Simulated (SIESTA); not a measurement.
**Mg5Ge under changes of volume**

One of the cells (22.195 Å³/atom); the others are scaled copies at fixed shape and fractional positions:

```xyz
6
Lattice="5.6581 -1.6278 0.0000 5.6581 1.6278 0.0000 -2.0194 0.0000 7.2296" Properties=species:S:1:pos:R:3 pbc="T T T"
Ge    5.4396    0.0000    5.2089
Mg   -1.9625    0.0000    7.1363
Mg    2.2965    0.0000    4.8189
Mg    9.9544    0.0000    2.9551
Mg    6.8865    0.0000    2.3903
Mg    3.0532    0.0000    0.3843
```

The cell comes from a database or a generator and needn't be the stable form of this composition.

- Program: SIESTA 5.4.2
- Functional: PBEsol
- Potentials or basis: PseudoDojo 0.4 standard (PBEsol files)
- Basis: DZP (energy shift 0.003 Ry; two zetas on semicore shells)
- Grid cutoff: 800 Ry
- Energy shift: 0.003 Ry
- k mesh: 9 × 9 × 4
- Occupations: fermi-dirac, width 0.05 eV
- Spin: no spin polarisation

| volume (Å³/atom) | energy over the lowest point (meV/atom) | pressure (GPa) | largest force (eV/Å) |
| --- | --- | --- | --- |
| 20.454 | 15.32 | 3.4 | 0.076 |
| 20.889 | ? | ? | ? |
| 21.324 | 2.62 | 1.4 | 0.083 |
| 22.195 | 0.00 | -0.3 | 0.087 |
| 22.630 | 1.93 | -1.1 | 0.090 |
| 23.065 | 5.79 | -1.7 | 0.093 |

Question: What does the run at 20.889 Å³/atom give?

Answer: Energy over the lowest point 7.58 meV/atom; pressure 2.3 GPa; largest force 0.079 eV/Å.

Worked out: A Birch-Murnaghan fit of order 3 (a polynomial in V^(-2/3)) to the other rows has its minimum at 22.01 Å³/atom with B0 = V·E''(V) = 41 GPa and B' = 3.5 at fixed shape and positions, which overstates the stiffness. It gives 7.59 meV/atom at 20.889 Å³/atom, against the run's 7.58, and -dE/dV = 2.3 GPa, against 2.3.

Energies are extrapolated to zero smearing.

Caveats: the basis of atomic orbitals isn't converged, which shifts pressures, moduli and gaps.
